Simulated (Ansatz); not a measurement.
# AlAsH₄Si: basis-set convergence

One table from this session's results is given with a row withheld; the runs are named, their logs left out.

Method: one geometry, several basis sets; program: Ansatz 0.2.0, Gaussian basis.

The runs, in order: PBE0-D4/def2-SVP; ωB97M-V/def2-SVP; PBE0-D4/def2-QZVPP; ωB97M-V/def2-QZVPP; the functionals' def2-TZVPP values are taken from earlier runs.

**Structure used throughout**

An earlier PBE0-D4 in a triple-zeta def2 set relaxation fixed the geometry.

SMILES `[AlH]1[SiH2][AsH]1`, 7 atoms, charge 0, spin multiplicity 1.

Atoms are counted from 1 here; the program's logs count them from 0.

Bond lengths: Al1–Si2 2.340 Å, Al1–As3 2.404 Å, Al1–H4 1.577 Å, Si2–As3 2.440 Å, Si2–H5 1.487 Å, Si2–H6 1.486 Å, As3–H7 1.571 Å. Angles: Si2–Al1–As3 61.9°, Si2–Al1–H4 156.4°, As3–Al1–H4 140.2°, Al1–Si2–As3 60.4°, Al1–Si2–H5 132.0°, Al1–Si2–H6 116.4°, As3–Si2–H5 117.2°, As3–Si2–H6 105.8°, H5–Si2–H6 110.2°, Al1–As3–Si2 57.8°, Al1–As3–H7 62.7°, Si2–As3–H7 85.9°.

As a file:

```
Al   -1.0948   -0.5216   -0.5786
Si    0.3628    1.0103    0.4239
As    0.6576   -1.3783    0.8275
H    -2.1759   -1.0246   -1.6111
H     1.5336    1.7609   -0.1026
H    -0.0767    1.5876    1.7212
H     0.8546   -1.5023   -0.7259
```

Set-up of the first run:

The input, in.yaml:

```yaml
crystal:
  periodic: [false, false, false]
  atoms:
    - {symbol: Al, position_ang: [-1.094755, -0.521631, -0.578564]}
    - {symbol: Si, position_ang: [0.362751, 1.010301, 0.423859]}
    - {symbol: As, position_ang: [0.657615, -1.378256, 0.827454]}
    - {symbol: H, position_ang: [-2.175935, -1.024602, -1.611134]}
    - {symbol: H, position_ang: [1.533575, 1.760885, -0.102621]}
    - {symbol: H, position_ang: [-0.076653, 1.587558, 1.721215]}
    - {symbol: H, position_ang: [0.854601, -1.502255, -0.725908]}
basis:
  gaussian: {orbitals: def2-SVP}
hamiltonian: {xc: pbe0, dispersion: d4}
output: {orbitals: {seedname: orbitals}}
```

Command:

```bash
$ ansatz run in.yaml --threads 2 --pin off --events-out ev --progress --plain --max-ram 4352MiB
```

Among the steps run: PBE0-D4 in def2-SVP; ωB97M-V in def2-SVP; PBE0-D4 in def2-QZVPP; ωB97M-V in def2-QZVPP.

One table of the session follows, with a row left open; its other results are not shown here.

It belongs to the step «Density functionals: the series». 

```
functional       basis  HOMO (eV)  LUMO (eV)
   PBE0-D4    def2-SVP      -6.15      -1.92
   PBE0-D4  def2-TZVPP      -6.11      -1.91
   PBE0-D4  def2-QZVPP      -6.12      -1.94
   ωB97M-V    def2-SVP      -7.96      -0.17
   ωB97M-V  def2-TZVPP          ?          ?
   ωB97M-V  def2-QZVPP      -7.97      -0.33
```

Estimate the missing values for ωB97M-V, def2-TZVPP.

The run gave: HOMO (eV): -7.95; LUMO (eV): -0.23. In the column «HOMO (eV)» it lies between ωB97M-V, def2-SVP (-7.96) and PBE0-D4, def2-SVP (-6.15).
